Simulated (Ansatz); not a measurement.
# C3H9BO: a ladder of functionals and wavefunction methods

An exercise on one series of results from a longer session: the logs are not shown, and one member is left open.

Program: Ansatz 0.2.0, Gaussian basis. Level of theory: functionals in def2-TZVPP, the program's frozen cores in correlated methods. These are calculated values, not measurements.

Levels to be run: PBE-D4, r2SCAN-D4, PBE0-D4, B3LYP-D4, ωB97X-V, ωB97M-V, B2PLYP; CCSD(T)/def2-TZVPP; MP2/def2-QZVPP; extrapolation to the limit.

### The geometry

An earlier PBE0-D4 in a triple-zeta def2 set relaxation fixed the geometry.

SMILES `BC(O)CC`, 14 atoms, charge 0, spin multiplicity 1.

Atoms are counted from 1 here; the program's logs count them from 0.

Bond lengths: B1–C2 1.552 Å, B1–H6 1.199 Å, B1–H7 1.196 Å, C2–O3 1.519 Å, C2–C4 1.495 Å, C2–H8 1.090 Å, O3–H9 0.963 Å, C4–C5 1.520 Å, C4–H10 1.096 Å, C4–H11 1.094 Å, C5–H12 1.092 Å, C5–H13 1.094 Å, C5–H14 1.093 Å. Angles: C2–B1–H6 119.2°, C2–B1–H7 119.3°, H6–B1–H7 120.6°, B1–C2–O3 65.8°, B1–C2–C4 125.0°, B1–C2–H8 119.8°, O3–C2–C4 109.9°, O3–C2–H8 108.6°, C4–C2–H8 113.4°, C2–O3–H9 109.1°, C2–C4–C5 114.3°, C2–C4–H10 106.4°, C2–C4–H11 108.7°, C5–C4–H10 110.3°, C5–C4–H11 110.7°, H10–C4–H11 106.0°, C4–C5–H12 111.3°, C4–C5–H13 111.2° and more.

Set-up of the first run:

in.yaml

```yaml
crystal:
  periodic: [false, false, false]
  atoms:
    - {symbol: B, position_ang: [-1.055312, 1.177077, 1.272012]}
    - {symbol: C, position_ang: [-0.678311, 0.048138, 0.276584]}
    - {symbol: O, position_ang: [0.161458, 0.068197, 1.542035]}
    - {symbol: C, position_ang: [0.200745, 0.219549, -0.920514]}
    - {symbol: C, position_ang: [1.072237, -0.985742, -1.234892]}
    - {symbol: H, position_ang: [-1.956733, 1.000305, 2.042805]}
    - {symbol: H, position_ang: [-0.577257, 2.264421, 1.132990]}
    - {symbol: H, position_ang: [-1.259427, -0.874427, 0.259064]}
    - {symbol: H, position_ang: [-0.165326, -0.604828, 2.147624]}
    - {symbol: H, position_ang: [-0.464829, 0.437679, -1.763853]}
    - {symbol: H, position_ang: [0.813612, 1.114689, -0.780087]}
    - {symbol: H, position_ang: [1.687796, -0.811235, -2.119936]}
    - {symbol: H, position_ang: [0.464651, -1.875676, -1.422982]}
    - {symbol: H, position_ang: [1.743696, -1.207448, -0.402048]}
basis:
  gaussian: {orbitals: def2-TZVPP}
hamiltonian: {xc: pbe, dispersion: d4}
output: {forces: true, orbitals: {seedname: orbitals}}
```

Run with:

```bash
$ ansatz run in.yaml --threads 4 --pin off --events-out ev --progress --plain --max-ram 10444MiB
```

Steps of the session up to this table: PBE-D4 (GGA); r2SCAN-D4 (meta-GGA); PBE0-D4 (hybrid); B3LYP-D4 (hybrid); ωB97X-V (range-separated); ωB97M-V (range-separated); B2PLYP (double hybrid); CCSD(T) in def2-TZVPP; MP2 in def2-QZVPP.

One table of the session follows, with a row left open; its other results are not shown here.

```
            method  atoms, summed (eV)  atomisation energy (kJ/mol)
            PBE-D4           -5918.591                       5445.3
         r2SCAN-D4           -5923.741                       5363.1
           PBE0-D4           -5920.172                       5368.7
          B3LYP-D4           -5928.219                       5345.1
           ωB97X-V           -5925.726                       5348.4
           ωB97M-V           -5924.271                       5362.1
            B2PLYP           -5922.721                       5293.3
     HF/def2-TZVPP                   ?                            ?
    MP2/def2-TZVPP           -5913.230                       5287.7
   CCSD/def2-TZVPP           -5915.913                       5152.3
CCSD(T)/def2-TZVPP           -5916.192                       5220.1
           MP2/CBS           -5915.146                       5401.4
       CCSD(T)/CBS           -5918.108                       5333.8
```

**Question.** Estimate the row for HF/def2-TZVPP.

As computed: atoms, summed (eV): -5902.794; atomisation energy (kJ/mol): 3982.3. In the column «atoms, summed (eV)» it is the highest.

Caveats from the session: Free atoms (1 B, 3 C, 1 O, 9 H) were run apart at each level; the atomisation energy is their sum less the molecule, without zero-point or spin-orbit terms.
